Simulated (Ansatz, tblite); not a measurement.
# Si(iPr)Cl3 (C₃H₇Cl₃Si): removing an electron

An exercise on one series of results from a longer session: the logs are not shown, and one member is left open.

Method: as each input shows; program: Ansatz 0.2.0, Gaussian basis.

Plan: charge +1 doublet, at the geometry of the singlet (PBE0-D4/def2-TZVP, PBE-D4/def2-TZVP, BHLYP-D4/def2-TZVP, CCSD(T)/def2-SVP); charge +1 doublet, relaxed (PBE0-D4/def2-TZVP, PBE-D4/def2-TZVP); the starting singlet's energies come from earlier runs.

2 further runs of the same task are left out: 2 set aside as unsound or not needed.

### The structure

The geometry is that of the singlet, from an earlier relaxation (PBE-D4/def2-SVP).

14 atoms, charge 0, spin multiplicity 1.

Atoms are counted from 1 here; the program's logs count them from 0.

Bond lengths: Si1–C2 1.885 Å, Si1–Cl12 2.073 Å, Si1–Cl13 2.073 Å, Si1–Cl14 2.075 Å, C2–C3 1.537 Å, C2–C4 1.538 Å, C2–H5 1.115 Å, C3–H6 1.108 Å, C3–H7 1.110 Å, C3–H8 1.110 Å, C4–H9 1.110 Å, C4–H10 1.108 Å, C4–H11 1.110 Å. Angles: C2–Si1–Cl12 111.0°, C2–Si1–Cl13 110.8°, C2–Si1–Cl14 110.1°, Cl12–Si1–Cl13 108.2°, Cl12–Si1–Cl14 108.3°, Cl13–Si1–Cl14 108.4°, Si1–C2–C3 111.0°, Si1–C2–C4 110.8°, Si1–C2–H5 103.7°, C3–C2–C4 112.7°, C3–C2–H5 109.1°, C4–C2–H5 109.1°, C2–C3–H6 111.9°, C2–C3–H7 111.0°, C2–C3–H8 110.3°, H6–C3–H7 107.9°, H6–C3–H8 108.0°, H7–C3–H8 107.6° and more.

The first run:

in.yaml reads:

```yaml
crystal:
  periodic: [false, false, false]
  atoms:
    - {symbol: Si, position_ang: [0.187361, 0.357088, -1.577502]}
    - {symbol: C, position_ang: [0.174810, 0.319314, 0.307034]}
    - {symbol: C, position_ang: [0.987546, -0.871998, 0.839782]}
    - {symbol: C, position_ang: [-1.266253, 0.342662, 0.843356]}
    - {symbol: H, position_ang: [0.685824, 1.267537, 0.593749]}
    - {symbol: H, position_ang: [2.032866, -0.857267, 0.471741]}
    - {symbol: H, position_ang: [0.531464, -1.835495, 0.530752]}
    - {symbol: H, position_ang: [1.015209, -0.854344, 1.949560]}
    - {symbol: H, position_ang: [-1.264170, 0.379188, 1.952980]}
    - {symbol: H, position_ang: [-1.831429, 1.221855, 0.474158]}
    - {symbol: H, position_ang: [-1.818977, -0.569912, 0.537911]}
    - {symbol: Cl, position_ang: [2.127858, 0.366268, -2.306009]}
    - {symbol: Cl, position_ang: [-0.778394, 2.048950, -2.285314]}
    - {symbol: Cl, position_ang: [-0.783695, -1.313846, -2.332207]}
basis:
  gaussian: {orbitals: def2-TZVP}
total_charge: 1
magnetization: {spin_polarized: true, initial_magnetization: 1}
hamiltonian: {xc: pbe0, dispersion: d4}
scf: {omitted_lower_state_checks: [starts]}
output: {orbitals: {seedname: orbitals}}
```

Started as:

```
$ ansatz run in.yaml --threads 2 --pin off --events-out ev --progress --plain --max-ram 32768MiB --backend cuda --devices 0, --max-vram 18GiB
```

Steps of the session up to this table: Charge +1 doublet at the fixed geometry, PBE0-D4/def2-TZVP; Charge +1 doublet at the fixed geometry, PBE-D4/def2-TZVP; Charge +1 doublet at the fixed geometry, BHLYP-D4/def2-TZVP; Charge +1 doublet at the fixed geometry, CCSD(T)/def2-SVP.

One table of the session follows, with a row left open; its other results are not shown here.

It belongs to the step «Vertical ionisation energy». 

| method | vertical ionisation energy (eV) |
| --- | --- |
| HF/def2-SVP | 10.46 |
| PBE-D4/def2-TZVP | ? |
| PBE0-D4/def2-TZVP | 10.43 |
| BHLYP-D4/def2-TZVP | 10.72 |
| MP2/def2-SVP | 10.75 |
| CCSD/def2-SVP | 10.69 |
| CCSD(T)/def2-SVP | 10.59 |

Estimate the missing values for PBE-D4/def2-TZVP.

**Answer.** vertical ionisation energy (eV): 9.99. In the column «vertical ionisation energy (eV)» it is the lowest.
